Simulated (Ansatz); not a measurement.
# ClHO2Zn + H2: a complex and its separated parts

Aim: how far the complex at one end of a reaction step lies below its separated, relaxed parts, level by level.

Computed with Ansatz 0.2.0, Gaussian basis. Level: PBE0-D4/def2-TZVP structures, single points in def2-TZVPP, no counterpoise correction.

Levels: SPW92, PBE-D4, BLYP-D4, r2SCAN-D4, B97M-V, PBE0-D4, B3LYP-D4, r2SCAN0-D4, BHLYP-D4, CAM-B3LYP-D4, wB97X-V, wB97M-V, B2PLYP, PBE-QIDH, RPA on PBE, Hartree-Fock, MP2, CCSD, CCSD(T).

Cores are frozen in the correlated methods. The 3s and 3p shells of Cu and Zn are frozen; filled d shells are correlated. B3LYP uses VWN-RPA correlation. B2PLYP carries no dispersion term here.

94 further runs of the same task are left out: 94 set aside as unsound or not needed.

## (1) The system as given

The complex: 7 atoms, charge 0, spin multiplicity 1.

Atoms are counted from 1 here; the program's logs count them from 0.

Bond lengths: Zn1–Cl3 2.086 Å, Zn1–O5 1.804 Å, H2–H4 0.752 Å, O5–O6 1.447 Å, O6–H7 0.964 Å. Angles: Cl3–Zn1–O5 178.7°, Zn1–O5–O6 103.5°, O5–O6–H7 100.6°.

Geometry (Å):

```xyz
7

Zn   -0.2393   -0.7452   -0.3885
H    -1.7741   -0.0716    1.5326
Cl   -1.2076   -2.5354   -0.8478
H    -1.3506    0.5462    1.4698
O     0.6294    0.7911   -0.0166
O     1.5614    0.9260   -1.1154
H     2.3808    1.0889   -0.6341
```

Its parts: ClHO2Zn holds atoms 1, 3, 5, 6, 7; H2 holds atoms 2, 4. Each part counts its atoms afresh in its own runs.

## (2) Relaxing ClHO2Zn alone

relax-a/in.yaml reads:

```yaml
crystal:
  periodic: [false, false, false]
  atoms:
    - {symbol: Zn, position_ang: [-0.239349, -0.745207, -0.388543]}
    - {symbol: Cl, position_ang: [-1.207592, -2.535425, -0.847791]}
    - {symbol: O, position_ang: [0.629370, 0.791067, -0.016602]}
    - {symbol: O, position_ang: [1.561447, 0.926037, -1.115428]}
    - {symbol: H, position_ang: [2.380785, 1.088898, -0.634087]}
basis:
  gaussian: {orbitals: def2-TZVP}
hamiltonian: {xc: pbe0, dispersion: d4}
relax: {f_tol: 0.005, max_steps: 200}
```

Command:

```bash
$ ansatz run in.yaml --threads 4 --pin off --events-out ev --progress --plain --max-ram 9574MiB
```

Standard output, cut to the lines that bear on the results:

```text
Functional definition: PBE0
  name "PBE0"
  cite "Adamo & Barone, J. Chem. Phys. 110, 6158 (1999) doi:10.1063/1.478522"
  cite "Perdew, Burke & Ernzerhof, Phys. Rev. Lett. 77, 3865 (1996) doi:10.1103/PhysRevLett.77.3865"
  parent pbe
[...]
1155 factors; their error is unknown
[...]
mean field -65038.90107846 eV, -2390.1355296829 hartree, gradient 5.0e-5 eV, S^2 0.000000; 0 other end points of the search recorded, 0 dependent functions left out
[...]
reference -65038.90110955 eV, -2390.1355308253 hartree; 32, 32 occupied and 121, 121 virtual orbitals, 1155 factors
[...]
reference -65038.90640397 eV, -2390.1357253919 hartree; 32, 32 occupied and 121, 121 virtual orbitals, 1155 factors
Total energy: -65038.97609086 eV, -2390.1382863377 hartree
Atom 0 at    -0.211659    -0.729651    -0.406231 Å, force     0.000780     0.002175     0.000960 eV/Å
Atom 1 at    -1.181181    -2.517782    -0.847939 Å, force    -0.000928    -0.002124    -0.000757 eV/Å
Atom 2 at     0.612644     0.817822     0.006393 Å, force    -0.001696    -0.000193     0.000175 eV/Å
Atom 3 at     1.536658     0.908948    -1.111588 Å, force     0.000116    -0.000031     0.000821 eV/Å
Atom 4 at     2.368199     1.046033    -0.643086 Å, force     0.001729     0.000174    -0.001199 eV/Å
Dipole moment:     0.276138     0.023399     0.155309 e Å
```

Wall time 64 s (4 threads of Intel Xeon at 2.50GHz, shared host); peak memory 0.45 GiB.

Relaxation path:

```
step  energy from step 1 (eV)  largest force component (eV/Å)
   1                   0.0000                          0.1154
   2                  -0.0039                          0.0826
   3                  -0.0054                          0.0438
   4                  -0.0056                          0.0130
   5                  -0.0056                          0.0666
   6                  -0.0058                          0.0079
   7                  -0.0058                          0.0022
```

Close pairs (by a distance rule), those that changed most:

```
   bond  before (Å)  after (Å)  change (Å)
  O3–O4       1.447      1.453      +0.006
Zn1–Cl2       2.086      2.081      -0.005
 Zn1–O3       1.804      1.801      -0.002
  O4–H5       0.964      0.964      +0.000
```

## (3) Relaxing H2 alone

relax-b/in.yaml reads:

```yaml
crystal:
  periodic: [false, false, false]
  atoms:
    - {symbol: H, position_ang: [-1.774094, -0.071603, 1.532628]}
    - {symbol: H, position_ang: [-1.350567, 0.546235, 1.469824]}
basis:
  gaussian: {orbitals: def2-TZVP}
hamiltonian: {xc: pbe0, dispersion: d4}
relax: {f_tol: 0.005, max_steps: 200}
```

Command:

```bash
$ ansatz run in.yaml --threads 4 --pin off --events-out ev --progress --plain --max-ram 9574MiB
```

Standard output, cut to the lines that bear on the results:

```text
[... 5 set-up lines as earlier in the session ...]
[...]
88 factors; their error is unknown
[...]
mean field -31.78809567 eV, -1.1681909693 hartree, gradient 1.7e-5 eV, S^2 0.000000; 0 other end points of the search recorded, 0 dependent functions left out
[...]
reference -31.78866847 eV, -1.1682120193 hartree; 1, 1 occupied and 11, 11 virtual orbitals, 88 factors
Total energy: -31.79027504 eV, -1.1682710595 hartree
Atom 0 at    -1.772546    -0.069345     1.532398 Å, force     0.001664     0.002428    -0.000247 eV/Å
Atom 1 at    -1.352115     0.543977     1.470054 Å, force    -0.001664    -0.002428     0.000247 eV/Å
Dipole moment:     0.000000     0.000000    -0.000000 e Å
```

Wall time 0.99 s (4 threads of Intel Xeon at 2.50GHz, shared host); peak memory 0.45 GiB.

Step by step:

```
step  energy from step 1 (eV)  largest force component (eV/Å)
   1                   0.0000                          0.1626
   2                  -0.0006                          0.0024
```

The bond:

```
 bond  before (Å)  after (Å)  change (Å)
H1–H2       0.752      0.746      -0.005
```

## (4) SPW92/def2-TZVPP

parta/in.yaml reads:

```yaml
crystal:
  periodic: [false, false, false]
  atoms:
    - {symbol: Zn, position_ang: [-0.211659, -0.729651, -0.406231]}
    - {symbol: Cl, position_ang: [-1.181181, -2.517782, -0.847939]}
    - {symbol: O, position_ang: [0.612644, 0.817822, 0.006393]}
    - {symbol: O, position_ang: [1.536658, 0.908948, -1.111588]}
    - {symbol: H, position_ang: [2.368199, 1.046033, -0.643086]}
basis:
  gaussian: {orbitals: def2-TZVPP}
hamiltonian: {xc: lda}
```

partb/in.yaml reads:

```yaml
crystal:
  periodic: [false, false, false]
  atoms:
    - {symbol: H, position_ang: [-1.772546, -0.069345, 1.532398]}
    - {symbol: H, position_ang: [-1.352115, 0.543977, 1.470054]}
basis:
  gaussian: {orbitals: def2-TZVPP}
hamiltonian: {xc: lda}
```

The same command starts each run, in its folder.

Command:

```bash
$ ansatz run in.yaml --threads 4 --pin off --events-out ev --progress --plain --max-ram 9574MiB
```

Log of parta, cut to the lines that bear on the results:

```text
Functional definition: SPW92
  name "SPW92"
  cite "Dirac, Proc. Camb. Phil. Soc. 26, 376 (1930) doi:10.1017/S0305004100016108"
  cite "Slater, Phys. Rev. 81, 385 (1951) doi:10.1103/PhysRev.81.385"
  cite "Perdew & Wang, Phys. Rev. B 45, 13244 (1992) doi:10.1103/PhysRevB.45.13244"
[...]
1154 factors; their error is unknown
[...]
mean field -64906.15440442 eV, -2385.2571793909 hartree, gradient 6.4e-5 eV, S^2 0.000000; 0 other end points of the search recorded, 0 dependent functions left out
reference -64906.15444370 eV, -2385.2571808343 hartree; 32, 32 occupied and 150, 150 virtual orbitals, 1154 factors
Total energy: -64906.15444370 eV, -2385.2571808343 hartree
```

Output in partb, cut to the lines that bear on the results:

```text
[... 5 set-up lines as earlier in the session ...]
[...]
118 factors; their error is unknown
[...]
mean field -30.93532046 eV, -1.1368520581 hartree, gradient 4.4e-5 eV, S^2 0.000000; 0 other end points of the search recorded, 0 dependent functions left out
reference -30.93534113 eV, -1.1368528180 hartree; 1, 1 occupied and 27, 27 virtual orbitals, 118 factors
Total energy: -30.93534113 eV, -1.1368528180 hartree
```

They took 4.4 s (parta), 0.42 s (partb) on 4 threads of Intel Xeon at 2.50GHz, shared host; peak memory 0.45 GiB.

## (5) PBE-D4/def2-TZVPP

The same edit goes into each in.yaml of step 4 (parta, partb):

```diff
-hamiltonian: {xc: lda}
+hamiltonian: {xc: pbe, dispersion: d4}
```

One command serves all of them, each in its own folder.

Command:

```bash
$ ansatz run in.yaml --threads 4 --pin off --events-out ev --progress --plain --max-ram 9574MiB
```

Output in parta, cut to the lines that bear on the results:

```text
Functional definition: PBE
  name "PBE"
[... 2 set-up lines as earlier in the session ...]
[...]
1154 factors; their error is unknown
[...]
mean field -65037.80659812 eV, -2390.0953082721 hartree, gradient 6.5e-5 eV, S^2 0.000000; 0 other end points of the search recorded, 0 dependent functions left out
reference -65037.80664039 eV, -2390.0953098257 hartree; 32, 32 occupied and 150, 150 virtual orbitals, 1154 factors
Total energy: -65037.88885374 eV, -2390.0983311107 hartree
```

Log of partb, cut to the lines that bear on the results:

```text
[... 4 set-up lines as earlier in the session ...]
[...]
118 factors; their error is unknown
[...]
mean field -31.73222774 eV, -1.1661378607 hartree, gradient 3.1e-5 eV, S^2 0.000000; 0 other end points of the search recorded, 0 dependent functions left out
reference -31.73224942 eV, -1.1661386573 hartree; 1, 1 occupied and 27, 27 virtual orbitals, 118 factors
Total energy: -31.73426866 eV, -1.1662128629 hartree
```

Times: 4.4 s (parta), 0.36 s (partb) on 4 threads of Intel Xeon at 2.50GHz, shared host; peak memory 0.45 GiB.

## (6) BLYP-D4/def2-TZVPP

Each input of step 5 (parta, partb) changes in the same lines:

```diff
-hamiltonian: {xc: pbe, dispersion: d4}
+hamiltonian: {xc: {name: BLYP}, dispersion: d4}
```

The same command starts each run, in its folder.

Command:

```bash
$ ansatz run in.yaml --threads 4 --pin off --events-out ev --progress --plain --max-ram 9574MiB
```

Log of parta, cut to the lines that bear on the results:

```text
Functional definition: BLYP
  name "BLYP"
  cite "Becke, Phys. Rev. A 38, 3098 (1988) doi:10.1103/PhysRevA.38.3098"
  cite "Lee, Yang & Parr, Phys. Rev. B 37, 785 (1988) doi:10.1103/PhysRevB.37.785"
[...]
1154 factors; their error is unknown
[...]
mean field -65056.16718546 eV, -2390.7700474116 hartree, gradient 2.1e-5 eV, S^2 0.000000; 0 other end points of the search recorded, 0 dependent functions left out
reference -65056.16750528 eV, -2390.7700591649 hartree; 32, 32 occupied and 150, 150 virtual orbitals, 1154 factors
Total energy: -65056.34668008 eV, -2390.7766437175 hartree
```

Output in partb, cut to the lines that bear on the results:

```text
[... 4 set-up lines as earlier in the session ...]
[...]
118 factors; their error is unknown
[...]
mean field -31.82604727 eV, -1.1695856647 hartree, gradient 8.3e-5 eV, S^2 0.000000; 0 other end points of the search recorded, 0 dependent functions left out
reference -31.82623969 eV, -1.1695927362 hartree; 1, 1 occupied and 27, 27 virtual orbitals, 118 factors
Total energy: -31.83113763 eV, -1.1697727319 hartree
```

They took 4.6 s (parta), 0.36 s (partb) on 4 threads of Intel Xeon at 2.50GHz, shared host; peak memory 0.45 GiB.

## (7) r2SCAN-D4/def2-TZVPP

Each input of step 6 (parta, partb) changes in the same lines:

```diff
-hamiltonian: {xc: {name: BLYP}, dispersion: d4}
+hamiltonian: {xc: r2scan, dispersion: d4}
```

One command serves all of them, each in its own folder.

Command:

```bash
$ ansatz run in.yaml --threads 4 --pin off --events-out ev --progress --plain --max-ram 9574MiB
```

Output in parta, cut to the lines that bear on the results:

```text
Functional definition: r2SCAN
  name "r2SCAN"
  cite "Furness, Kaplan, Ning, Perdew & Sun, J. Phys. Chem. Lett. 11, 8208 (2020) doi:10.1021/acs.jpclett.0c02405"
  cite "Furness, Kaplan, Ning, Perdew & Sun, J. Phys. Chem. Lett. 11, 9248 (2020) doi:10.1021/acs.jpclett.0c03077"
  parent r2scan
[...]
1154 factors; their error is unknown
[...]
mean field -65051.07917248 eV, -2390.5830663834 hartree, gradient 3.4e-5 eV, S^2 0.000000; 0 other end points of the search recorded, 0 dependent functions left out
reference -65051.07918538 eV, -2390.5830668576 hartree; 32, 32 occupied and 150, 150 virtual orbitals, 1154 factors
Total energy: -65051.09888243 eV, -2390.5837907107 hartree
```

Output in partb, cut to the lines that bear on the results:

```text
[... 5 set-up lines as earlier in the session ...]
[...]
118 factors; their error is unknown
[...]
mean field -31.87204486 eV, -1.1712760450 hartree, gradient 4.1e-5 eV, S^2 0.000000; 0 other end points of the search recorded, 0 dependent functions left out
reference -31.87205148 eV, -1.1712762882 hartree; 1, 1 occupied and 27, 27 virtual orbitals, 118 factors
Total energy: -31.87255287 eV, -1.1712947138 hartree
```

Times: 6.5 s (parta), 0.99 s (partb) on 4 threads of Intel Xeon at 2.50GHz, shared host; peak memory 0.45 GiB.

## (8) B97M-V/def2-TZVPP

Each input of step 7 (parta, partb) changes in the same lines:

```diff
-hamiltonian: {xc: r2scan, dispersion: d4}
+hamiltonian: {xc: {name: B97M-V}}
```

One command serves all of them, each in its own folder.

Command:

```bash
$ ansatz run in.yaml --threads 4 --pin off --events-out ev --progress --plain --max-ram 9574MiB
```

parta printed, cut to the lines that bear on the results:

```text
Functional definition: B97M-V
  name "B97M-V"
  cite "Mardirossian & Head-Gordon, J. Chem. Phys. 142, 074111 (2015) doi:10.1063/1.4907719"
  cite "Becke, J. Chem. Phys. 107, 8554 (1997) doi:10.1063/1.475007"
  cite "Vydrov & Van Voorhis, J. Chem. Phys. 133, 244103 (2010) doi:10.1063/1.3521275"
  # Of w^i u^j: cxij and so on, Table III.
[...]
  gx(w, u) = cx00 + cx01*u + cx02*u^2 + (cx10 + cx11*u)*w
[...]
  gos(w, u) = cos00 + cos01*u + cos03*u^3 + cos10*w + cos32*w^3*u^2
[...]
      + integral(e_c_pw_mod_opposite_spin*gos(b97_w_opposite, b97_u_opposite)) + vv10(b, c)
1154 factors; their error is unknown
[...]
mean field -65039.94998154 eV, -2390.1740761601 hartree, gradient 2.2e-5 eV, S^2 0.000000; 0 other end points of the search recorded, 0 dependent functions left out
reference -65039.95004240 eV, -2390.1740783967 hartree; 32, 32 occupied and 150, 150 virtual orbitals, 1154 factors
Total energy: -65039.95004240 eV, -2390.1740783967 hartree
```

Output in partb, cut to the lines that bear on the results:

```text
[... 5 set-up lines as earlier in the session ...]
  # Of w^i u^j: cxij and so on, Table III.
[...]
  gx(w, u) = cx00 + cx01*u + cx02*u^2 + (cx10 + cx11*u)*w
  gss(w, u) = css00 + css02*u^2 + css10*w + (css32*w^3 + css42*w^4)*u^2
  gos(w, u) = cos00 + cos01*u + cos03*u^3 + cos10*w + cos32*w^3*u^2
[...]
      + integral(e_c_pw_mod_opposite_spin*gos(b97_w_opposite, b97_u_opposite)) + vv10(b, c)
118 factors; their error is unknown
[...]
mean field -31.90527598 eV, -1.1724972661 hartree, gradient 8.2e-6 eV, S^2 0.000000; 0 other end points of the search recorded, 0 dependent functions left out
reference -31.90530566 eV, -1.1724983569 hartree; 1, 1 occupied and 27, 27 virtual orbitals, 118 factors
Total energy: -31.90530566 eV, -1.1724983569 hartree
```

Times: 10 s (parta), 0.94 s (partb) on 4 threads of Intel Xeon at 2.50GHz, shared host; peak memory 0.45 GiB.

## (9) PBE0-D4/def2-TZVPP

Each input of step 8 (parta, partb) changes in the same lines:

```diff
-hamiltonian: {xc: {name: B97M-V}}
+hamiltonian: {xc: pbe0, dispersion: d4}
+output: {orbitals: {seedname: orbitals}}
```

Each run has its own folder and the same command.

Command:

```bash
$ ansatz run in.yaml --threads 4 --pin off --events-out ev --progress --plain --max-ram 9574MiB
```

parta printed, cut to the lines that bear on the results:

```text
[... 5 set-up lines as earlier in the session ...]
[...]
1270 factors; their error is unknown
[...]
mean field -65038.96434990 eV, -2390.1378548653 hartree, gradient 2.1e-5 eV, S^2 0.000000; 0 other end points of the search recorded, 0 dependent functions left out
reference -65038.96438105 eV, -2390.1378560100 hartree; 32, 32 occupied and 150, 150 virtual orbitals, 1270 factors
Total energy: -65039.03406793 eV, -2390.1404169558 hartree
```

Log of partb, cut to the lines that bear on the results:

```text
[... 5 set-up lines as earlier in the session ...]
[...]
118 factors; their error is unknown
[...]
mean field -31.79610649 eV, -1.1684853615 hartree, gradient 5.5e-5 eV, S^2 0.000000; 0 other end points of the search recorded, 0 dependent functions left out
reference -31.79612248 eV, -1.1684859491 hartree; 1, 1 occupied and 27, 27 virtual orbitals, 118 factors
Total energy: -31.79772905 eV, -1.1685449894 hartree
```

Wall times: 6.5 s (parta), 0.36 s (partb) on 4 threads of Intel Xeon at 2.50GHz, shared host; peak memory 0.46 GiB.

## (10) B3LYP-D4/def2-TZVPP

The same edit goes into each in.yaml of step 9 (parta, partb):

```diff
-hamiltonian: {xc: pbe0, dispersion: d4}
-output: {orbitals: {seedname: orbitals}}
+hamiltonian: {xc: {name: B3LYP}, dispersion: d4}
```

One command serves all of them, each in its own folder.

Command:

```bash
$ ansatz run in.yaml --threads 4 --pin off --events-out ev --progress --plain --max-ram 9574MiB
```

parta printed, cut to the lines that bear on the results:

```text
Functional definition: B3LYP
  name "B3LYP"
  cite "Stephens, Devlin, Chabalowski & Frisch, J. Phys. Chem. 98, 11623 (1994) doi:10.1021/j100096a001"
[... 2 set-up lines as earlier in the session ...]
  cite "Vosko, Wilk & Nusair, Can. J. Phys. 58, 1200 (1980) doi:10.1139/p80-159"
[...]
1238 factors; their error is unknown
[...]
mean field -65055.95148032 eV, -2390.7621203942 hartree, gradient 5.6e-5 eV, S^2 0.000000; 0 other end points of the search recorded, 0 dependent functions left out
reference -65055.95171815 eV, -2390.7621291341 hartree; 32, 32 occupied and 150, 150 virtual orbitals, 1238 factors
Total energy: -65056.08544134 eV, -2390.7670433707 hartree
```

Output in partb, cut to the lines that bear on the results:

```text
[... 6 set-up lines as earlier in the session ...]
[...]
118 factors; their error is unknown
[...]
mean field -32.10922346 eV, -1.1799921976 hartree, gradient 4.6e-5 eV, S^2 0.000000; 0 other end points of the search recorded, 0 dependent functions left out
reference -32.10936556 eV, -1.1799974199 hartree; 1, 1 occupied and 27, 27 virtual orbitals, 118 factors
Total energy: -32.11251667 eV, -1.1801132210 hartree
```

They took 6.5 s (parta), 0.45 s (partb) on 4 threads of Intel Xeon at 2.50GHz, shared host; peak memory 0.45 GiB.

## (11) r2SCAN0-D4/def2-TZVPP

The same edit goes into each in.yaml of step 10 (parta, partb):

```diff
-hamiltonian: {xc: {name: B3LYP}, dispersion: d4}
+hamiltonian: {xc: {name: r2SCAN0}, dispersion: d4}
```

One command serves all of them, each in its own folder.

Command:

```bash
$ ansatz run in.yaml --threads 4 --pin off --events-out ev --progress --plain --max-ram 9574MiB
```

Output in parta, cut to the lines that bear on the results:

```text
Functional definition: r2SCAN0
  name "r2SCAN0"
  cite "Bursch, Neugebauer, Ehlert & Grimme, J. Chem. Phys. 156, 134105 (2022) doi:10.1063/5.0086040"
[... 3 set-up lines as earlier in the session ...]
[...]
1270 factors; their error is unknown
[...]
mean field -65049.11322088 eV, -2390.5108189948 hartree, gradient 3.2e-5 eV, S^2 0.000000; 0 other end points of the search recorded, 0 dependent functions left out
reference -65049.11323112 eV, -2390.5108193713 hartree; 32, 32 occupied and 150, 150 virtual orbitals, 1270 factors
Total energy: -65049.13692399 eV, -2390.5116900681 hartree
```

Log of partb, cut to the lines that bear on the results:

```text
[... 6 set-up lines as earlier in the session ...]
[...]
118 factors; their error is unknown
[...]
mean field -31.85185986 eV, -1.1705342600 hartree, gradient 1.4e-5 eV, S^2 0.000000; 0 other end points of the search recorded, 0 dependent functions left out
reference -31.85186499 eV, -1.1705344484 hartree; 1, 1 occupied and 27, 27 virtual orbitals, 118 factors
Total energy: -31.85240637 eV, -1.1705543437 hartree
```

They took 8.5 s (parta), 0.87 s (partb) on 4 threads of Intel Xeon at 2.50GHz, shared host; peak memory 0.45 GiB.

## (12) BHLYP-D4/def2-TZVPP

Each input of step 11 (parta, partb) changes in the same lines:

```diff
-hamiltonian: {xc: {name: r2SCAN0}, dispersion: d4}
+hamiltonian: {xc: {name: BHLYP}, dispersion: d4}
```

Each run has its own folder and the same command.

Command:

```bash
$ ansatz run in.yaml --threads 4 --pin off --events-out ev --progress --plain --max-ram 9574MiB
```

Output in parta, cut to the lines that bear on the results:

```text
Functional definition: BHLYP
  name "BHLYP"
  cite "Becke, J. Chem. Phys. 98, 1372 (1993) doi:10.1063/1.464304"
[... 2 set-up lines as earlier in the session ...]
[...]
1397 factors; their error is unknown
[...]
mean field -65050.87353796 eV, -2390.5755094544 hartree, gradient 2.4e-5 eV, S^2 0.000000; 0 other end points of the search recorded, 0 dependent functions left out
reference -65050.87369757 eV, -2390.5755153199 hartree; 32, 32 occupied and 150, 150 virtual orbitals, 1397 factors
Total energy: -65050.98384727 eV, -2390.5795632465 hartree
```

Output in partb, cut to the lines that bear on the results:

```text
[... 5 set-up lines as earlier in the session ...]
[...]
118 factors; their error is unknown
[...]
mean field -31.83804220 eV, -1.1700264701 hartree, gradient 5.6e-5 eV, S^2 0.000000; 0 other end points of the search recorded, 0 dependent functions left out
reference -31.83813776 eV, -1.1700299820 hartree; 1, 1 occupied and 27, 27 virtual orbitals, 118 factors
Total energy: -31.83988136 eV, -1.1700940583 hartree
```

Times: 6.5 s (parta), 0.37 s (partb) on 4 threads of Intel Xeon at 2.50GHz, shared host; peak memory 0.45 GiB.

(Part 1 of 2 ends here.)
